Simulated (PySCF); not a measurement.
# C5H10AsBN2: NMR shifts in solvents

Aim: compute the NMR shifts of C5H10AsBN2 (`N#CB([AsH2])N1CCCC1`), and see what a dielectric continuum does where one was used.

Computed with PySCF 2.14.0, with density-fitted response routines of our own, on a single molecule, in the gas phase or a continuum. Atoms count from 0, in the outputs and in this text.

## Step 1: The molecule as given

19 atoms, charge 0, multiplicity 1; geometry from: GFN2-xTB. The atoms were then displaced at random by about 0.01 Å, so the start is not that level's minimum.

Bonds of the start (Å): N0–C1 1.16, C1–B2 1.53, B2–As3 2.06, B2–N4 1.36, N4–C5 1.47, C5–C6 1.52, C6–C7 1.53, C7–C8 1.50, C8–N4 1.43, As3–H9 1.52, As3–H10 1.47, C5–H11 1.09, C5–H12 1.07, C6–H13 1.11, C6–H14 1.10, C7–H15 1.08, C7–H16 1.10, C8–H17 1.11, C8–H18 1.11.

## Step 2: Relaxing the molecule at PBE0-D3(BJ)/def2-SVP

The job: settings as JSON, then the geometry in Å.

```
{"job": {"xc": "PBE0", "basis": "def2-SVP", "d3": "d3bj", "grid": 1, "shake": 0.01, "kind": "geom"}, "charge": 0, "multiplicity": 1}
N      2.588490     1.992810     2.033280
C      2.086040     1.420230     1.164190
B      1.522590     0.628810    -0.018850
As     2.787580     0.238540    -1.602710
N      0.220610     0.229520     0.002670
C     -0.733450     0.508510     1.082070
C     -1.865870    -0.477020     0.843600
C     -1.893790    -0.544710    -0.685950
C     -0.426490    -0.529700    -1.018750
H      2.597080    -1.260150    -1.424510
H      4.000500     0.187320    -0.771260
H     -1.083480     1.538550     1.013320
H     -0.286470     0.392940     2.051940
H     -2.829460    -0.128530     1.281710
H     -1.636400    -1.462820     1.263810
H     -2.416610    -1.423660    -1.045890
H     -2.403340     0.344020    -1.088560
H     -0.237950    -0.083370    -2.014480
H     -0.020310    -1.564220    -1.044860
```

Run with:

```bash
$ OMP_NUM_THREADS=1 python probes_run.py task.json out
```

The driver reads the jobs from task.json and runs them one after another.

The program printed:

```text
step   0  E = -2565.64955369  max force = 0.029115
step   1  E = -2565.65423421  max force = 0.008390
step   2  E = -2565.65458946  max force = 0.001460
step   3  E = -2565.65461555  max force = 0.000556
step   4  E = -2565.65463219  max force = 0.000683
step   5  E = -2565.65464069  max force = 0.000835
step   6  E = -2565.65464736  max force = 0.000521
step   7  E = -2565.65464995  max force = 0.000222
optimisation converged
```

It took 2.5 min on 1 thread of Arm Neoverse V2, shared host; peak memory 0.88 GiB.

Relaxation path:

```csv
step,energy from step 0 (eV),largest force component (eV/Å)
0,0.0000,1.4972
1,-0.1274,0.4314
2,-0.1370,0.0751
3,-0.1377,0.0286
4,-0.1382,0.0351
5,-0.1384,0.0429
6,-0.1386,0.0268
7,-0.1387,0.0114
```

Close pairs (by a distance rule), those that changed most:

```csv
bond,before (Å),after (Å),change (Å)
As3–H10,1.471,1.520,+0.048
N4–C8,1.428,1.464,+0.036
B2–N4,1.362,1.387,+0.025
C5–H12,1.074,1.099,+0.025
B2–As3,2.064,2.040,-0.024
C7–C8,1.505,1.524,+0.020
C1–B2,1.531,1.548,+0.017
C6–H13,1.114,1.099,-0.016
```

The next job starts from the end point, and lists it.

```csv
at the end point,value
point group (found at 0.08 Å tolerance),C1
"rotational constants (GHz, main isotopes)","1.560, 0.725, 0.506"
dipole moment (D),5.22
```

## Step 3: Shielding tensors: PBE0/pcSseg-1 in chloroform

The job: settings as JSON, then the geometry in Å.

```
{"job": {"kind": "nmr", "xc": "PBE0", "basis": "pcSseg-1", "solvent": "chloroform", "pop": true}, "charge": 0, "multiplicity": 1}
N      2.441780     2.028300     2.022563
C      2.002823     1.406208     1.146184
B      1.442828     0.574156    -0.033141
As     2.635542     0.222238    -1.650482
N      0.110704     0.187436    -0.004016
C     -0.835654     0.497304     1.076439
C     -2.015245    -0.430347     0.820556
C     -2.037730    -0.519161    -0.701656
C     -0.555629    -0.590286    -1.050454
H      2.340939    -1.271436    -1.719891
H      3.913064     0.041550    -0.847619
H     -1.145467     1.554770     1.009035
H     -0.365483     0.356546     2.059848
H     -2.951907    -0.054513     1.255286
H     -1.817838    -1.423865     1.255914
H     -2.604196    -1.377570    -1.088888
H     -2.483453     0.395072    -1.126572
H     -0.326505    -0.184996    -2.048803
H     -0.194409    -1.634142    -1.030568
```

Method: GIAO PBE0/pcSseg-1 NMR shielding, non-relativistic, IEF-PCM chloroform.

The program printed:

```text
coarse grid: 73376 points
cycle   1  E = -2565.8367706986  dE =  1.949e-01  |g| = 7.517e-01  |ddm| = 4.024e+00
cycle   2  E = -2565.8018080069  dE =  3.496e-02  |g| = 7.223e-01  |ddm| = 7.680e-01
cycle   3  E = -2565.8576040814  dE = -5.580e-02  |g| = 3.486e-01  |ddm| = 5.725e-01
cycle   4  E = -2565.8829790286  dE = -2.537e-02  |g| = 7.662e-02  |ddm| = 2.175e-01
cycle   5  E = -2565.8839752261  dE = -9.962e-04  |g| = 1.355e-02  |ddm| = 6.285e-02
cycle   6  E = -2565.8840114638  dE = -3.624e-05  |g| = 6.271e-03  |ddm| = 1.624e-02
cycle   7  E = -2565.8840197071  dE = -8.243e-06  |g| = 1.256e-03  |ddm| = 4.984e-03
final grid: 156032 points
cycle   8  E = -2565.8840040669  dE =  3.323e-07  |g| = 1.900e-03  |ddm| = 2.995e-03
cycle   9  E = -2565.8840026430  dE =  1.424e-06  |g| = 3.225e-03  |ddm| = 3.422e-03
cycle  10  E = -2565.8840048217  dE = -2.179e-06  |g| = 2.408e-04  |ddm| = 2.139e-03
cycle  11  E = -2565.8840048351  dE = -1.344e-08  |g| = 2.768e-05  |ddm| = 2.305e-04
cycle  12  E = -2565.8840048352  dE = -1.237e-10  |g| = 1.333e-05  |ddm| = 2.924e-05
converged SCF energy = -2565.8840048352

GIAO shielding tensors (ppm)
atom      isotropic    diamagn.    paramagn.     s11        s22        s33       span
  0 N      -86.430     340.321    -426.751   -246.189   -221.538    208.438    454.627
  1 C       52.562     262.296    -209.734    -74.408    -60.975    293.068    367.476
  2 B       66.732     193.194    -126.463      7.199     80.850    112.146    104.947
  3 As    1835.151    2877.710   -1042.559   1747.801   1811.690   1945.961    198.160
  4 N       79.496     325.941    -246.445    -72.233    146.484    164.236    236.469
  5 C      128.772     244.946    -116.175     95.234    127.022    164.059     68.825
  6 C      155.227     250.188     -94.961    133.106    164.803    167.772     34.666
  7 C      154.991     250.037     -95.046    131.982    164.995    167.996     36.013
  8 C      129.898     245.299    -115.401    100.421    128.221    161.052     60.630
  9 H       28.605      29.368      -0.763     21.030     25.469     39.315     18.285
 10 H       28.564      27.914       0.650     21.261     23.923     40.507     19.246
 11 H       27.754      30.334      -2.580     22.517     27.080     33.666     11.149
 12 H       27.320      30.989      -3.669     22.280     27.946     31.733      9.453
 13 H       29.304      28.631       0.673     24.777     26.237     36.899     12.122
 14 H       29.432      30.363      -0.931     25.077     27.106     36.113     11.036
 15 H       29.273      28.648       0.625     24.708     26.420     36.691     11.983
 16 H       29.386      29.946      -0.560     24.729     27.311     36.117     11.388
 17 H       28.007      30.316      -2.309     22.220     30.084     31.718      9.498
 18 H       28.007      30.788      -2.781     22.618     28.335     33.067     10.449
```

Wall time 39 s (1 thread of Arm Neoverse V2, shared host); peak memory 1.2 GiB.

The references, computed at this level on geometries of the same kind, shield at (ppm): ¹H TMS 31.25, ¹³C TMS 185.2, ¹⁵N NH3 267.8, ¹¹B BF3·OEt2 101.2, ⁷⁵As AsH3 1914. Their shielding less the atom's gives the shift. The references are single molecules in the same continuum, so shifts against H2O, NH3, PH3, H3PO4 or CFCl3 are not on the usual liquid scales and can be off by tens of ppm. Shifts against hydride references such as AlH4− lie on their own scale. Atoms listed in one row are averaged.

```csv
atoms,environment,σ (ppm),δ (ppm)
C1,nitrile carbon,52.6,132.6
"C5, C8",sp3 CH2 bonded to N,129.3,55.8
"C6, C7",sp3 CH2 in a ring,155.1,30.1
"H11, H12, H17, H18",hydrogen on an sp3 CH2 bonded to N,27.77,3.47
"H9, H10",hydrogen on an arsenic bonded to B,28.58,2.66
"H13, H14, H15, H16",hydrogen on an sp3 CH2 in a ring,29.35,1.90
N0,nitrile nitrogen,-86.4,354.2
N4,"nitrogen bonded to 2 C, B, in a 5-membered ring",79.5,188.3
B2,"boron bonded to C, As, N",66.7,34.5
As3,"arsenic bonded to B, 2 H",1835,79
```

The run also stored atomic charges by several schemes (e):

```csv
atoms,Mulliken,IAO,Hirshfeld,ESP fit
N0,-0.30,-0.27,-0.26,-0.56
C1,-0.10,0.06,0.00,0.49
B2,0.54,-0.02,0.10,-0.15
As3,-0.31,0.09,0.04,-0.23
N4,-0.65,-0.18,-0.09,0.01
"C5, C8",0.02,-0.15,-0.01,-0.02
"C6, C7",-0.25,-0.26,-0.06,-0.12
```

Mayer bond orders: N0–C1 2.92, C1–B2 0.88, B2–As3 0.96, B2–N4 1.35, N4–C5 0.90, C5–C6 1.03, C6–C7 1.03, C7–C8 1.03, C8–N4 0.90.

Ring of atoms N4, C5, C6, C7, C8: NICS(0) -5.8, NICS(1) -3.4, NICS(1)zz -3.9 ppm (means of both faces).

## Step 4: Nuclear shieldings: PBE0/pcSseg-1 in dimethylsulfoxide

The job, as its differences from that of step 3:

```diff
@@ -1,2 +1,2 @@
-{"job": {"kind": "nmr", "xc": "PBE0", "basis": "pcSseg-1", "solvent": "chloroform", "pop": true}, "charge": 0, "multiplicity": 1}
+{"job": {"kind": "nmr", "xc": "PBE0", "basis": "pcSseg-1", "solvent": "dimethylsulfoxide", "pop": false}, "charge": 0, "multiplicity": 1}
 N      2.441780     2.028300     2.022563
```

Level: GIAO PBE0/pcSseg-1 NMR shielding, non-relativistic, IEF-PCM dimethylsulfoxide.

The program printed:

```text
coarse grid: 73376 points
cycle   1  E = -2565.8405218460  dE =  1.913e-01  |g| = 7.505e-01  |ddm| = 4.023e+00
cycle   2  E = -2565.8109442788  dE =  2.958e-02  |g| = 7.037e-01  |ddm| = 7.642e-01
cycle   3  E = -2565.8638812372  dE = -5.294e-02  |g| = 3.260e-01  |ddm| = 5.538e-01
cycle   4  E = -2565.8859213323  dE = -2.204e-02  |g| = 7.553e-02  |ddm| = 2.053e-01
cycle   5  E = -2565.8868908243  dE = -9.695e-04  |g| = 1.247e-02  |ddm| = 5.972e-02
cycle   6  E = -2565.8869208099  dE = -2.999e-05  |g| = 5.784e-03  |ddm| = 1.489e-02
cycle   7  E = -2565.8869278496  dE = -7.040e-06  |g| = 1.258e-03  |ddm| = 4.641e-03
final grid: 156032 points
cycle   8  E = -2565.8869121495  dE =  3.842e-07  |g| = 1.954e-03  |ddm| = 2.958e-03
cycle   9  E = -2565.8869105438  dE =  1.606e-06  |g| = 3.382e-03  |ddm| = 3.505e-03
cycle  10  E = -2565.8869129485  dE = -2.405e-06  |g| = 2.267e-04  |ddm| = 2.217e-03
cycle  11  E = -2565.8869129596  dE = -1.103e-08  |g| = 3.866e-05  |ddm| = 2.020e-04
cycle  12  E = -2565.8869129598  dE = -2.401e-10  |g| = 2.333e-05  |ddm| = 3.753e-05
converged SCF energy = -2565.8869129598

GIAO shielding tensors (ppm)
atom      isotropic    diamagn.    paramagn.     s11        s22        s33       span
  0 N      -79.684     340.992    -420.677   -235.723   -213.281    209.951    445.674
  1 C       51.368     262.149    -210.781    -76.265    -62.161    292.530    368.794
  2 B       67.194     193.312    -126.119      7.503     82.107    111.971    104.468
  3 As    1836.659    2877.844   -1041.185   1750.188   1811.382   1948.407    198.219
  4 N       75.139     326.085    -250.946    -80.304    140.293    165.428    245.732
  5 C      128.556     245.132    -116.576     94.751    126.658    164.257     69.506
  6 C      155.291     250.194     -94.903    132.946    164.952    167.976     35.031
  7 C      155.049     250.104     -95.055    131.921    165.118    168.109     36.187
  8 C      129.598     245.348    -115.749    100.020    127.774    161.000     60.980
  9 H       28.474      29.284      -0.811     20.884     25.278     39.259     18.376
 10 H       28.586      27.921       0.665     21.273     23.947     40.539     19.265
 11 H       27.722      30.320      -2.599     22.484     27.071     33.610     11.126
 12 H       27.322      31.035      -3.713     22.282     27.984     31.699      9.417
 13 H       29.276      28.590       0.686     24.736     26.205     36.887     12.151
 14 H       29.398      30.343      -0.944     25.036     27.071     36.089     11.053
 15 H       29.233      28.605       0.628     24.656     26.368     36.673     12.017
 16 H       29.359      29.938      -0.579     24.702     27.278     36.097     11.395
 17 H       27.956      30.285      -2.328     22.143     30.057     31.669      9.525
 18 H       27.937      30.720      -2.783     22.526     28.288     32.996     10.471
```

Wall time 36 s (1 thread of Arm Neoverse V2, shared host); peak memory 1.3 GiB.

This run: δ C1 134.1, C5 56.4, C6 30.3, N0 348.2, H11 3.50, H9 2.71 ppm (means over like atoms).

## Step 5: Run by run: NMR shifts

Shifts (ppm) of some atoms, chosen among heavy atoms and hydrogens apart, means over like atoms, with basis size and wall time:

```csv
run,C1,C5,H11,H9,N0,N4,B2,functions,time
PBE0/pcSseg-1 in chloroform,132.6,55.8,3.47,2.66,354.2,188.3,34.5,227,39 s
PBE0/pcSseg-1 in dimethylsulfoxide,134.1,56.4,3.50,2.71,348.2,193.4,34.2,227,36 s
```

The continuum's effect on the ground state:

```csv
solvent,ε,polarisation energy (Eh),μ (D)
chloroform,4.71,-0.0092,6.53
dimethylsulfoxide,46.83,-0.0133,6.97
```

## Step 6: Outcome

| quantity | value |
| --- | --- |
| point group | C1 |
| rotational constants (main isotopes) | 1.56, 0.73, 0.51 GHz |
| ¹³C shifts against TMS (PBE0/pcSseg-1, chloroform, means over atoms taken as alike) | 132.6, 55.8, 30.1 ppm |
| ¹H shifts against TMS (PBE0/pcSseg-1, chloroform, means over atoms taken as alike) | 3.47, 2.66, 1.90 ppm |
| ¹⁵N shifts against NH3 (PBE0/pcSseg-1, chloroform) | 354.2, 188.3 ppm |
| ¹¹B shifts against BF3·OEt2 (PBE0/pcSseg-1, chloroform) | 34.5 ppm |
| ⁷⁵As shifts against AsH3 (PBE0/pcSseg-1, chloroform) | 79 ppm |
| range of the shift of N0 | 348.2 to 354.2 ppm |

**Reading.** The optimisation took 7 steps and gained 0.139 eV; among the close pairs (by a distance rule), As3–H10 changed most, from 1.471 to 1.520 Å. No frequency check was run at this level, so the end point may be a saddle. The most deshielded hydrogen is H11, H12, H17, H18 (mean) (hydrogen on an sp3 CH2 bonded to N), at 3.47 ppm: its carbon carries N, an electronegative neighbour. At PBE0/pcSseg-1: The largest span, 455 ppm, is at N0, where the paramagnetic term is -427 ppm. Across the 2 runs the shift of N0 moves most, between 348.2 (PBE0/pcSseg-1 in dimethylsulfoxide) and 354.2 ppm (PBE0/pcSseg-1 in chloroform). The continuum holds electrostatics alone: no hydrogen bonds to the solvent, and the gas-phase geometry is kept. Spin-orbit coupling is left out, which matters for shieldings and couplings at and beside the heavy atoms.
